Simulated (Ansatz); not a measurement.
# C3H5NSSi: the cost of one run

Method: revPBE/6-31G*; program: Ansatz 0.2.0, Gaussian basis.

## 1. The relaxed structure

The geometry comes from an earlier relaxation with PBE0-D4 in a triple-zeta def2 set; it is a stationary point, not always the lowest conformer.

SMILES `C#CN1CS[SiH2]1`, 11 atoms, charge 0, spin multiplicity 1.

Atoms are counted from 1 here; the program's logs count them from 0.

Bond lengths: C1–C2 1.204 Å, C1–H7 1.063 Å, C2–N3 1.328 Å, N3–C4 1.462 Å, N3–Si6 1.736 Å, C4–S5 1.845 Å, C4–H8 1.092 Å, C4–H9 1.092 Å, S5–Si6 2.131 Å, Si6–H10 1.485 Å, Si6–H11 1.485 Å. Angles: C2–C1–H7 179.8°, C1–C2–N3 179.9°, C2–N3–C4 122.4°, C2–N3–Si6 136.5°, C4–N3–Si6 101.1°, N3–C4–S5 100.3°, N3–C4–H8 112.4°, N3–C4–H9 112.4°, S5–C4–H8 110.6°, S5–C4–H9 110.6°, H8–C4–H9 110.2°, C4–S5–Si6 76.7°, N3–Si6–S5 81.9°, N3–Si6–H10 115.4°, N3–Si6–H11 115.4°, S5–Si6–H10 117.1°, S5–Si6–H11 117.1°, H10–Si6–H11 108.3°.

## 2. Dynamics

in.yaml reads:

```yaml
crystal:
  periodic: [false, false, false]
  atoms:
    - {symbol: C, position_ang: [2.601180, -0.294646, 0.164244]}
    - {symbol: C, position_ang: [1.407660, -0.158136, 0.084072]}
    - {symbol: N, position_ang: [0.091358, -0.008414, -0.002705]}
    - {symbol: C, position_ang: [-0.798654, -0.228360, 1.136264]}
    - {symbol: S, position_ang: [-2.431254, 0.128750, 0.354888]}
    - {symbol: Si, position_ang: [-1.048200, 0.423160, -1.239831]}
    - {symbol: H, position_ang: [3.655072, -0.414235, 0.231082]}
    - {symbol: H, position_ang: [-0.605457, 0.467227, 1.955809]}
    - {symbol: H, position_ang: [-0.763819, -1.258075, 1.498601]}
    - {symbol: H, position_ang: [-0.915395, 1.802236, -1.774617]}
    - {symbol: H, position_ang: [-1.127192, -0.516306, -2.387308]}
basis:
  gaussian: {orbitals: "6-31G*"}
hamiltonian: {xc: {name: revPBE}}
md: {timestep: 0.5 fs, n_steps: 20, ensemble: nvt_nose_hoover, temperature: 500, initial_velocities: maxwell_boltzmann, seed: 370}
```

Command:

```console
$ ansatz run in.yaml --threads 4 --pin off --events-out ev --progress --plain --max-ram 10444MiB
```

Q: Estimate wall time and peak memory on 4 threads of Arm Neoverse V1, shared host.

About 31 s, with a peak of 0.63 GiB.
